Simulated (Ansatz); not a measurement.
# YTlF: the cost of one run

Program: Ansatz 0.2.0. Level of theory: DFT PBE, scalar-relativistic, plane waves, PAW. These are calculated values, not measurements.

### 1 The system as given

The structure is tetragonal, space group P4/nmm (No. 129). The conventional cell has a = 4.279 Å, b = 4.279 Å, c = 6.051 Å, α = 90.00°, β = 90.00°, γ = 90.00°. Around Y (site symmetry -4m2) lie 4 F at 2.62 Å. Tl (site symmetry -4m2) has 4 F at 2.62 Å as nearest neighbours. F (site symmetry 4mm) has 4 Tl at 2.62 Å and 4 Y at 2.62 Å as nearest neighbours.

Structure file:

```xyz
6
Lattice="4.2786 0.0000 0.0000 0.0000 4.2786 0.0000 0.0000 0.0000 6.0509" Properties=species:S:1:pos:R:3 pbc="T T T"
Y     2.1393    2.1393    3.0255
Y     0.0000    0.0000    3.0255
Tl    0.0000    0.0000    0.0000
Tl    2.1393    2.1393    0.0000
F     2.1393    0.0000    4.5382
F     0.0000    2.1393    1.5127
```

The cell is invented: ordered mixture on the cation sites of antifluorite (P4/nmm, No. 129). The dimensions are guesses.

### 2 The guess as it stands, on a coarse mesh

Contents of input.yaml:

```yaml
crystal:
  lattice:
    - [4.27864259, 0.0, 0.0]
    - [0.0, 4.27864259, 0.0]
    - [0.0, 0.0, 6.05091439]
  atoms:
    - { symbol: "Y", position: [0.5, 0.5, 0.5] }
    - { symbol: "Y", position: [0.0, 0.0, 0.5] }
    - { symbol: Tl, position: [0.0, 0.0, 0.0] }
    - { symbol: Tl, position: [0.5, 0.5, 0.0] }
    - { symbol: F, position: [0.5, 0.0, 0.75] }
    - { symbol: F, position: [0.0, 0.5, 0.25] }
basis:
  ecutwfc: 420
kpoints:
  mp_grid: { grid: [4, 4, 4] }
hamiltonian:
  xc: pbe
scf:
  occupations: { method: gaussian, width: 0.1 }
  lower_state_search: "off"
output:
  forces: true
  stress: true
  eigenvalues: true
```

Started as:

```
> ansatz run input.yaml --threads 1 --pin off --max-ram 2048MiB --backend cpu --events-out ev --progress --plain --runs-dir out
```

**Question.** How long does this run take on 1 thread of Arm Neoverse N1, shared host, and how much memory does it need?

About 7.4 s, with a peak of 0.37 GiB.
